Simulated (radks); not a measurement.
**Polarisabilities and dispersion coefficients of Cr, Cr⁺, Cr²⁺ and others**

An exercise on one series of results from a longer session: the logs are not shown, and one member is left open.

Program: radks (a radial shooting solver on a logarithmic mesh, Libxc functionals) version 1. Level of theory: scalar-relativistic Kohn-Sham, LDA (Slater exchange, Perdew-Wang correlation), spin-polarised, spherical densities, finite nucleus; open shells are filled with parallel spins first. These are calculated values, not measurements, unless marked.

## What is computed

```
species : Cr ([Ar] 3d5 4s1), Cr⁺ ([Ar] 3d5), Cr²⁺ ([Ar] 3d4), Cr³⁺ ([Ar] 3d3), Cr⁴⁺ ([Ar] 3d2), Cr⁵⁺ ([Ar] 3d1), Cr⁶⁺ ([Ar])
```

Set-up of the first run:

The run's settings:

```text
Z 24
configuration [Ar] 3d5 4s1
relativity scalar-relativistic
functional lda,pw
spin polarised
nucleus finite rms 3.6452 fm
c 137.035999084
response adiabatic LDA kernel
```

Steps of the session up to this table: Cr, [Ar] 3d5 4s1; Cr⁺, [Ar] 3d5; Cr²⁺, [Ar] 3d4; Cr³⁺, [Ar] 3d3; Cr⁴⁺, [Ar] 3d2; Cr⁵⁺, [Ar] 3d1; Cr⁶⁺, [Ar].

One of the session's tables, all rows but one given; the rest of the session is left out.

```
species  −ε(HOMO) (eV)  α (bohr³)  α uncoupled (bohr³)  C6 (hartree bohr⁶)
     Cr          3.886      66.55                104.7               544.6
    Cr⁺         11.120      14.59                18.01               55.33
   Cr²⁺         24.350      4.606                5.626               13.84
   Cr³⁺         40.610      2.209                2.853               5.609
   Cr⁴⁺         59.292      1.372                1.908               2.962
   Cr⁵⁺         80.026      1.003                1.502               1.828
   Cr⁶⁺              ?          ?                    ?                   ?
```

Estimate the missing values for Cr⁶⁺.

As computed: −ε(HOMO) (eV): 148.57; α (bohr³): 0.8126; α uncoupled (bohr³): 1.301; C6 (hartree bohr⁶): 1.252. In the column «−ε(HOMO) (eV)» it is the highest.

Uncoupled leaves out the potential induced by the response; C8 is given only where no p, d or f shell is open. For heavy and open-shell atoms this level can miss by tens of per cent.
